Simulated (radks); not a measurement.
# Ag³⁺ in [Kr] 4d8: an all-electron calculation

The task here is to estimate one member of a computed series from the others.

Program: radks (a radial shooting solver on a logarithmic mesh, Libxc functionals) version 1. Level of theory: scalar-relativistic Kohn-Sham, PBEsol, spin-polarised, spherical densities, finite nucleus; open shells are filled with parallel spins first. These are calculated values, not measurements, unless marked.

## What is computed

- element: silver (Z = 47)
- charge: +3
- electrons: 44
- configuration: [Kr] 4d8
- nuclear rms radius: 4.5454 fm

The outer shells:

Ag³⁺
```
[Kr] core
4d [↑↓][↑↓][↑↓][↑ ][↑ ]
```

Set-up of the first run:

Input:

```text
Z 47
configuration [Kr] 4d8
relativity scalar-relativistic
functional pbe_sol,pbe_sol
spin polarised
nucleus finite rms 4.5454 fm
c 137.035999084
```

Run with:

```
python run_ks.py task.json out
```

All runs below come from this command, one after another.

One table of the session follows, with a row left open; its other results are not shown here.

It belongs to the step «Orbitals and density». Radial moments (bohr):

```
  level      <r>  outermost maximum (interpolated)  90 % within  nodes
  1s up  0.03112                            0.0202       0.0558      0
1s down  0.03112                            0.0202       0.0558      0
  2s up   0.1350                             0.114        0.209      1
2s down   0.1350                             0.114        0.209      1
  2p up   0.1177                            0.0912        0.192      0
2p down   0.1177                            0.0912        0.192      0
  3s up   0.3688                             0.333        0.543      2
3s down   0.3687                             0.333        0.543      2
  3p up   0.3678                             0.326        0.554      1
3p down   0.3677                             0.326        0.553      1
  3d up   0.3459                             0.274        0.547      0
3d down   0.3458                             0.274        0.547      0
  4s up   0.9061                             0.821         1.31      3
4s down        ?                                 ?            ?      ?
  4p up   0.9868                             0.874         1.45      2
4p down   0.9864                             0.873         1.45      2
  4d up    1.245                              1.01         1.93      1
4d down    1.252                              1.01         1.95      1
```

Q: Estimate the row for 4s down from the others.

As computed: <r>: 0.9053; outermost maximum (interpolated): 0.820; 90 % within: 1.31; nodes: 3. In the column «<r>» it lies between 3s up (0.3688) and 4s up (0.9061).

Caveats from the session: Open shells are spherical and high-spin; term and fine-structure splittings are not resolved.
